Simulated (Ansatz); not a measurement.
# C₂H₃F₂Si radical: how energies converge with the basis set

One table from this session's results is given with a row withheld; the runs are named, their logs left out.

The runs use Ansatz 0.2.0, Gaussian basis; one geometry, several basis sets.

Levels to be run: PBE0-D4/def2-SVP; ωB97M-V/def2-SVP; PBE0-D4/def2-QZVPP; ωB97M-V/def2-QZVPP; the functionals' def2-TZVPP values are taken from earlier runs.

### The relaxed structure

The geometry comes from an earlier relaxation with PBE0-D4 in a triple-zeta def2 set; it is a stationary point, not always the lowest conformer.

SMILES `C=C[Si](F)F`, 8 atoms, charge 0, spin multiplicity 2.

Atoms are counted from 1 here; the program's logs count them from 0.

Bond lengths: C1–C2 1.332 Å, C1–H6 1.086 Å, C1–H7 1.086 Å, C2–Si3 1.847 Å, C2–H8 1.088 Å, Si3–F4 1.596 Å, Si3–F5 1.596 Å. Angles: C2–C1–H6 121.8°, C2–C1–H7 121.8°, H6–C1–H7 116.4°, C1–C2–Si3 121.8°, C1–C2–H8 119.7°, Si3–C2–H8 118.4°, C2–Si3–F4 108.5°, C2–Si3–F5 110.1°, F4–Si3–F5 107.1°.

The first run:

File in.yaml:

```yaml
crystal:
  periodic: [false, false, false]
  atoms:
    - {symbol: C, position_ang: [-1.125854, -0.644557, 0.132289]}
    - {symbol: C, position_ang: [-0.017634, -0.379386, -0.556697]}
    - {symbol: Si, position_ang: [1.439268, 0.446403, 0.222648]}
    - {symbol: F, position_ang: [0.971235, 1.111340, 1.596493]}
    - {symbol: F, position_ang: [1.967400, 1.625242, -0.714320]}
    - {symbol: H, position_ang: [-1.240044, -0.345155, 1.169551]}
    - {symbol: H, position_ang: [-1.968818, -1.162910, -0.315654]}
    - {symbol: H, position_ang: [0.066547, -0.708178, -1.590010]}
basis:
  gaussian: {orbitals: def2-SVP}
magnetization: {spin_polarized: true, initial_magnetization: 1}
hamiltonian: {xc: pbe0, dispersion: d4}
output: {orbitals: {seedname: orbitals}}
```

The run is started by

```console
$ ansatz run in.yaml --threads 4 --pin off --events-out ev --progress --plain --max-ram 10444MiB
```

Steps of the session up to this table: PBE0-D4 in def2-SVP; ωB97M-V in def2-SVP; PBE0-D4 in def2-QZVPP; ωB97M-V in def2-QZVPP.

One table of the session follows, with a row left open; its other results are not shown here.

It belongs to the step «Functionals by basis». 

```
functional       basis  HOMO (eV)  LUMO (eV)
   PBE0-D4    def2-SVP      -6.36      -2.50
   PBE0-D4  def2-TZVPP      -6.46      -2.52
   PBE0-D4  def2-QZVPP      -6.50      -2.58
   ωB97M-V    def2-SVP      -8.11      -0.81
   ωB97M-V  def2-TZVPP      -8.23      -0.88
   ωB97M-V  def2-QZVPP          ?          ?
```

Q: Estimate the row for ωB97M-V, def2-QZVPP from the others.

The run gave: HOMO (eV): -8.28; LUMO (eV): -0.99. In the column «HOMO (eV)» it is the lowest.
